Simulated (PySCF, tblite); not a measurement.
# C2H6AsGe radical: geometry, infrared bands and EPR parameters

What infrared bands and EPR parameters should C2H6AsGe radical (`[H]/[C]=[CH]\[GeH2][AsH2]`) show?

The runs use tblite 0.8.0 and PySCF 2.14.0, with density-fitted response routines of our own; the level of theory stands in each step. All values are computed, except where a source is named. Atoms are numbered from 0 throughout.

## (1) The starting structure

10 atoms, charge 0, multiplicity 2; geometry from: force field or distance geometry start.

Bonds of the start (Å): C0–C1 1.32, C1–Ge2 1.93, Ge2–As3 2.41, C0–H4 1.10, C1–H5 1.10, Ge2–H6 1.55, Ge2–H7 1.55, As3–H8 1.58, As3–H9 1.57.

## (2) Relaxing the molecule with GFN2-xTB

What the job is given:

```
{"job": {"kind": "relax", "xc": "GFN2-xTB", "basis": "xTB"}, "charge": 0, "multiplicity": 2}
C     -2.151100    -0.878400    -0.057300
C     -1.054300    -0.491400    -0.692000
Ge    -0.006200     0.947100     0.064600
As     2.185500     0.022500     0.424400
H     -2.401700    -0.324400     0.857500
H     -0.748800    -1.011900    -1.609300
H     -0.551000     1.345400     1.465300
H      0.055200     2.169600    -0.887400
H      1.925700    -1.238900     1.341800
H      2.755500    -0.535000    -0.930300
```

Run with:

```bash
> OMP_NUM_THREADS=1 python probes_run.py task.json out
```

This one command runs all jobs of the session in turn.

Standard output:

```text
step      E/eV     max force
  0    -312.07651    2.724
  1    -312.24686    1.711
  2    -312.42449    1.210
  3    -312.64200    1.234
  4    -312.82078    0.996
  5    -312.85574    0.723
  6    -312.89214    0.572
  7    -312.90438    0.525
  8    -312.92127    0.277
  9    -312.92838    0.202
 10    -312.93096    0.204
 11    -312.93332    0.196
 12    -312.93605    0.186
 13    -312.93870    0.212
 14    -312.94145    0.160
 15    -312.94382    0.153
 16    -312.94552    0.117
 17    -312.94699    0.137
 18    -312.94886    0.147
 19    -312.95089    0.113
 20    -312.95249    0.094
 21    -312.95351    0.087
 22    -312.95445    0.092
 23    -312.95577    0.131
 24    -312.95749    0.137
 25    -312.95908    0.109
 26    -312.96005    0.099
 27    -312.96057    0.075
 28    -312.96103    0.054
 29    -312.96165    0.082
 30    -312.96234    0.104
 31    -312.96290    0.089
 32    -312.96323    0.048
 33    -312.96337    0.032
 34    -312.96347    0.028
 35    -312.96355    0.033
 36    -312.96365    0.040
 37    -312.96380    0.039
 38    -312.96398    0.038
 39    -312.96414    0.027
 40    -312.96422    0.018
 41    -312.96426    0.015
 42    -312.96429    0.014
 43    -312.96432    0.015
 44    -312.96435    0.011
 45    -312.96437    0.008
```

Wall time 0.16 s (1 thread of Arm Neoverse V2, shared host).

Step by step: (not every step is listed)

```csv
step,energy from step 0 (eV),largest force (eV/Å)
0,0.0000,2.7239
1,-0.1704,1.7111
2,-0.3480,1.2101
3,-0.5655,1.2341
4,-0.7443,0.9958
5,-0.7792,0.7228
6,-0.8156,0.5719
7,-0.8279,0.5251
8,-0.8448,0.2766
11,-0.8568,0.1955
14,-0.8649,0.1598
17,-0.8705,0.1375
20,-0.8760,0.0935
23,-0.8793,0.1312
26,-0.8835,0.0991
29,-0.8851,0.0821
32,-0.8867,0.0484
35,-0.8870,0.0332
38,-0.8875,0.0376
40,-0.8877,0.0179
41,-0.8878,0.0151
42,-0.8878,0.0144
43,-0.8878,0.0151
44,-0.8878,0.0115
45,-0.8879,0.0083
```

Close pairs (by a distance rule), those that changed most:

```csv
bond,before (Å),after (Å),change (Å)
C1–Ge2,1.934,2.070,+0.136
As3–H8,1.581,1.502,-0.079
As3–H9,1.572,1.504,-0.068
C0–C1,1.325,1.270,-0.055
C0–H4,1.098,1.066,-0.032
Ge2–H6,1.555,1.533,-0.022
C1–H5,1.098,1.080,-0.018
Ge2–H7,1.551,1.539,-0.012
```

The end geometry stands in the next job.

## (3) Infrared spectrum with GFN2-xTB

What the job is given:

```
{"job": {"kind": "ir", "xc": "GFN2-xTB", "basis": "xTB"}, "charge": 0, "multiplicity": 2}
C     -2.235621    -0.834970    -0.073926
C     -1.146526    -0.525887    -0.649525
Ge     0.202127     0.850703     0.105244
As     2.471602     0.160240     0.522588
H     -2.760531    -0.599651     0.823746
H     -0.796607    -0.921207    -1.591184
H     -0.429098     1.476637     1.353711
H      0.181840     2.053982    -0.853990
H      1.996069    -1.118876     1.149995
H      2.525627    -0.536315    -0.809187
```

Standard output:

```text
mode    cm-1     km/mol
  1      33.6      0.21
  2      68.2      3.18
  3      76.3      2.18
  4     182.1      4.88
  5     230.0      2.95
  6     275.5     13.99
  7     389.8      6.71
  8     488.5     44.78
  9     548.3     53.56
 10     575.7    133.46
 11     674.5    123.82
 12     679.8     35.57
 13     746.8    170.02
 14     847.6    332.78
 15     896.6     29.16
 16    1001.6    144.64
 17    1069.6      5.75
 18    1683.3    345.02
 19    1726.7    155.75
 20    1799.8    530.75
 21    1890.2    847.55
 22    1907.5    531.67
 23    3009.3     17.80
 24    3176.7     19.57
```

It took 0.16 s on 1 thread of Arm Neoverse V2, shared host.

Which atoms move in the most intense modes:

```csv
cm⁻¹,km/mol,atoms
747,170.0,"H4 62 %, C0 22 %"
848,332.8,"H6 48 %, H7 46 %"
1002,144.6,"H8 49 %, H9 49 %"
1683,345.0,"H7 53 %, H6 24 %, C0 11 %"
1727,155.8,"C0 35 %, C1 35 %, H7 21 %"
1800,530.8,"H6 72 %, H7 25 %"
1890,847.5,H9 88 %
1908,531.7,H8 89 %
```

## (4) g tensor and hyperfine couplings: B3LYP/def2-TZVP-core+pcH-1

Settings changed since step 3:

```diff
@@ -1,2 +1,2 @@
-{"job": {"kind": "ir", "xc": "GFN2-xTB", "basis": "xTB"}, "charge": 0, "multiplicity": 2}
+{"job": {"kind": "epr", "basis": "pcH-1"}, "charge": 0, "multiplicity": 2}
 C     -2.235621    -0.834970    -0.073926
```

With the program's defaults for keys left out, this is: UKS B3LYP, def2-TZVP-core on As Ge, pcH-1 on C H, non-relativistic, mean-field spin-orbit, GIAO.

Standard output:

```text
UKS, coarse grid
  cycle   1  E = -4392.60871433  |g| = 1.89e+00
  cycle   2  E = -4392.54692060  |g| = 1.07e+00
  cycle   3  E = -4392.65605830  |g| = 5.52e-01
  cycle   4  E = -4392.72177902  |g| = 1.07e-01
  cycle   5  E = -4392.72659688  |g| = 4.07e-02
  cycle   6  E = -4392.72741804  |g| = 1.21e-02
  cycle   7  E = -4392.72749962  |g| = 2.84e-03
  cycle   8  E = -4392.72751207  |g| = 1.73e-03
  cycle   9  E = -4392.72751609  |g| = 9.78e-04
UKS, final grid
  cycle   1  E = -4392.72750487  |g| = 5.59e-04
  cycle   2  E = -4392.72750517  |g| = 6.18e-04
  cycle   3  E = -4392.72750539  |g| = 1.86e-04
  cycle   4  E = -4392.72750551  |g| = 1.64e-04
  cycle   5  E = -4392.72750554  |g| = 5.90e-05
  cycle   6  E = -4392.72750554  |g| = 2.22e-05
E = -4392.72750554 Eh   <S^2> = 0.7593 (exact 0.7500)
g shifts (ppm)      1          2          3
  rmc          -156       -156       -156
  gc            -34          6         31
  oz_so       -1993       -272       4950
  total       -2182       -422       4825
hyperfine (MHz)  atom isotope    a_iso     a_fc   dipolar eigenvalues
    0   13C     258.07     258.18    -73.82    -55.04    128.86
    1   13C     -30.42     -30.41    -14.92     -0.88     15.80
    2  73Ge     -85.33     -86.11    -14.67      6.99      7.68
    3  75As     -14.38     -12.96    -16.72    -14.43     31.15
    4    1H      45.56      45.54    -29.02     -6.12     35.14
    5    1H     134.84     134.84     -5.24     -4.63      9.87
    6    1H      -0.29      -0.32     -2.91     -0.71      3.62
    7    1H      19.90      19.86     -2.08     -0.26      2.34
    8    1H       4.30       4.28     -1.41     -0.12      1.53
    9    1H       1.80       1.77     -1.27     -0.17      1.44
```

Wall time 3.1 min (1 thread of Arm Neoverse V2, shared host); peak memory 1.3 GiB.

Principal g values 2.00014, 2.00190, 2.00714; g(iso) = 2.00306, against 2.00232 for a free electron.

Mean a(iso) over the nuclei that a row names, and the largest dipolar term of the row (other rows stand at the frozen geometry):

```csv
nuclei,isotope,a(iso) (MHz),"a(iso) (G, at g = 2.0023)",largest dipolar term (MHz)
C0,13C,258.1,92.1,128.9
H5,1H,134.8,48.1,9.9
Ge2,73Ge,-85.3,-30.4,-14.7
H4,1H,45.6,16.3,35.1
C1,13C,-30.4,-10.9,15.8
As3,75As,-14.4,-5.1,31.2
"H6, H7",1H,9.8,3.5,3.6
"H8, H9",1H,3.0,1.1,1.5
```

Mulliken spin populations:

```csv
atom,value (e)
C0,0.91
C1,-0.18
Ge2,0.15
As3,0.04
H4,0.01
H5,0.05
H6,0.00
H7,0.01
H8,0.00
H9,0.00
```

In first order the couplings over 0.8 MHz of 1H, 75As give 144 distinct lines over 88.9 G, if the averaged nuclei exchange fast.

Orbitals, density, ELF and potential are computed afterwards from the orbital file.

ELF in a plane through or near 3 of the atoms.

Ten even steps from ' ' (0.00) to '@' (1.00):
```
                                                        
                                                        
                                                        
                                                        
                        ......                          
        ..::::..      ::----::::..                      
      ::++**++==::....--::::::::..                      
    ..++##%%##**++==--::--==::::..                      
    --**%%####++++****::**##==::==--------::..          
    ::**##**++----++##==::::..##%%**####++==--..        
    ..==++****++++====++--==**%%====%%%%##**++--..      
      ..--##%%@@@@##--..::--++**==::**%%##%%##++::      
        ::%%@@@@@@@@==    ..--####++++**%%%%%%**::      
        ..##@@@@@@##--      ::****==::--**####++..      
          --**%%##--..      ..----..  ..--++++::        
            ......                      ......          
                                                        
                                                        
                                                        
                                                        
```
The map spans 10.7 Å across and 8.9 Å up, centred on the molecule. Atoms in the plane (x, y in Å): C1 (1.2, -0.6), Ge2 (-0.3, 0.8), H9 (-2.4, -1.0).

On the surface of density 0.002 e/bohr³ the electrostatic potential runs, from the 1st to the 99th percentile, from -0.64 V near C0 to 1.14 V near H4.

The spin density lies nearest to C0 62 %; C1 9 % (beta excess); Ge2 9 %; H4 8 %.

## (5) Results

| quantity | value |
| --- | --- |
| strongest single infrared mode (GFN2-xTB) | 1890 cm⁻¹, 848 km/mol |
| zero-point energy (GFN2-xTB) | 34.3 kcal/mol |
| g(iso) (B3LYP) | 2.00306 |
| ⟨S²⟩ | 0.759 (exact 0.75) |
| largest a(iso) (averaged by class) | 13C on C0, 258.1 MHz |
| surface potential, 1st and 99th percentile | -0.64 V and 1.14 V |

What this shows: Relaxing lowered the energy by 0.888 eV in 45 steps; the close pair that moved most is C1–Ge2, from 1.934 to 2.070 Å. No mode is imaginary among the 24: a minimum at this level. The strongest single mode, at 1890 cm⁻¹, moves mainly H9. Unscaled tight-binding wavenumbers are off by several per cent, some by more. Its intensities can rank the bands wrongly. C0 carries the largest spin population, 0.91 e. The isotropic g lies 0.7 ppt above the free-electron value. The hyperfine terms hold no scalar relativity, which the heavier nuclei need.
